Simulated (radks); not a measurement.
# Nuclear size and the levels of La²⁺

Aim: how the total energy, the levels and the density at the nucleus of La²⁺ respond when the nuclear radius is scaled.

The numbers are computed with radks (a radial shooting solver on a logarithmic mesh, Libxc functionals) version 1 (Dirac Kohn-Sham, relativistic LDA (MacDonald-Vosko exchange, VWN5 correlation), spin-unpolarised, spherical densities, finite nucleus; open shells fill j = l - 1/2 first), except any that are marked as measured or tabulated.

## 1. The atom as given

```
element            : lanthanum (Z = 57)
charge             : +2
electrons          : 55
configuration      : [Xe] 5d1
nuclear rms radius : 4.855 fm
```

## 2. rms radius 4.855 fm

Settings of this run:

```text
Z 57
configuration [Xe] 5d1 6s0 4f0
relativity Dirac
functional lda_x_rel,vwn5
spin unpolarised
j_filling energy
nucleus finite rms 4.855 fm
c 137.035999084
```

## 3. rms radius 4.1656 fm

Settings, as their differences from step 2:

```diff
@@ -6,3 +6,3 @@
 j_filling energy
-nucleus finite rms 4.855 fm
+nucleus finite rms 4.1656 fm
 c 137.035999084
```

## 4. rms radius 4.6123 fm

Settings, as their differences from step 3:

```diff
@@ -6,3 +6,3 @@
 j_filling energy
-nucleus finite rms 4.1656 fm
+nucleus finite rms 4.6123 fm
 c 137.035999084
```

## 5. rms radius 5.1075 fm

Settings, as their differences from step 4:

```diff
@@ -6,3 +6,3 @@
 j_filling energy
-nucleus finite rms 4.6123 fm
+nucleus finite rms 5.1075 fm
 c 137.035999084
```

## 6. rms radius 5.5444 fm

Settings, as their differences from step 5:

```diff
@@ -6,3 +6,3 @@
 j_filling energy
-nucleus finite rms 5.1075 fm
+nucleus finite rms 5.5444 fm
 c 137.035999084
```

What does the calculation give? Wanted: for each run, rms radius; total energy shift; density at nucleus; 1s1/2 shift; 2s1/2 shift; 5s1/2 shift; 5p1/2 shift; 6s1/2 shift.

**Answer**, as computed:

```
rms radius (fm)  total energy shift (eV)  density at nucleus (e/bohr³)  1s1/2 shift (meV)  2s1/2 shift (meV)  5s1/2 shift (meV)  5p1/2 shift (meV)  6s1/2 shift (meV)
         4.1656                    -2.45                     3.582e+05              -1012               -123             -0.976             0.0766             -0.176
         4.6123                   -0.895                      3.51e+05               -370              -44.9             -0.357             0.0280            -0.0645
          4.855                        0                     3.474e+05                  0                  0                  0                  0                  0
         5.1075                    0.970                     3.439e+05                401               48.7              0.387            -0.0304             0.0699
         5.5444                     2.74                     3.383e+05               1134                138               1.09            -0.0858              0.197
```

Shifts are against the first run. Over the range the 1s1/2 level moves by 2.15 eV and the 6s1/2 level by 0.374 meV. A larger nucleus binds the 1s electrons less and lowers the density at its centre. These are shifts of eigenvalues, not the field shifts of spectral lines.
